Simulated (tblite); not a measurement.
# C6H12BFO: the cost of one run

Programs: tblite 0.8.0 and PySCF 2.14.0, with density-fitted response routines of our own. Each step states its level of theory. These are calculated values for one molecule in the gas phase, unless marked as measured. Atoms count from 0, in the outputs and in this text.

## (1) The starting structure

21 atoms, charge 0, multiplicity 1; geometry from: force field or distance geometry start.

Bonds of the start (Å): B0–C1 1.59, C1–C2 1.50, C1–C3 1.52, C3–C4 1.52, C4–C5 1.51, C5–C6 1.51, C6–F7 1.39, C5–O8 1.40, O8–C1 1.41, B0–H9 1.17, B0–H10 1.20, C2–H11 1.13, C2–H12 1.11, C2–H13 1.11, C3–H14 1.11, C3–H15 1.07, C4–H16 1.11, C4–H17 1.09, C5–H18 1.12, C6–H19 1.09, C6–H20 1.13.

## (2) Relaxing the molecule with GFN2-xTB

What the job is given:

```
{"job": {"kind": "relax", "xc": "GFN2-xTB", "basis": "xTB"}, "charge": 0, "multiplicity": 1}
B     -1.285400     0.400300     1.673500
C     -0.976000     0.163400     0.129800
C     -2.227900     0.020200    -0.677400
C     -0.170000     1.285000    -0.497300
C      1.090100     0.522100    -0.884400
C      1.120700    -0.455600     0.265500
C      2.183800    -1.513300     0.133600
F      3.460400    -0.975900     0.067000
O     -0.167600    -0.986900     0.105100
H     -1.802400     1.358000     2.100600
H     -1.165100    -0.529200     2.415200
H     -2.778400     1.003400    -0.711500
H     -2.047000    -0.213900    -1.744000
H     -2.925100    -0.751200    -0.299000
H      0.109700     1.988500     0.320600
H     -0.666500     1.752700    -1.324500
H      1.979300     1.179500    -0.910100
H      0.870700    -0.035600    -1.800700
H      1.196500     0.151900     1.198100
H      2.013700    -2.242300    -0.659700
H      2.177500    -2.104100     1.099000
```

Started as:

```console
$ OMP_NUM_THREADS=1 python probes_run.py task.json out
```

The driver reads the jobs from task.json and runs them one after another.

**Question.** How long does this first job take on 1 thread of Arm Neoverse N1, shared host, and how much memory does it need?

About 1.2 s, with a peak of 0.18 GiB.
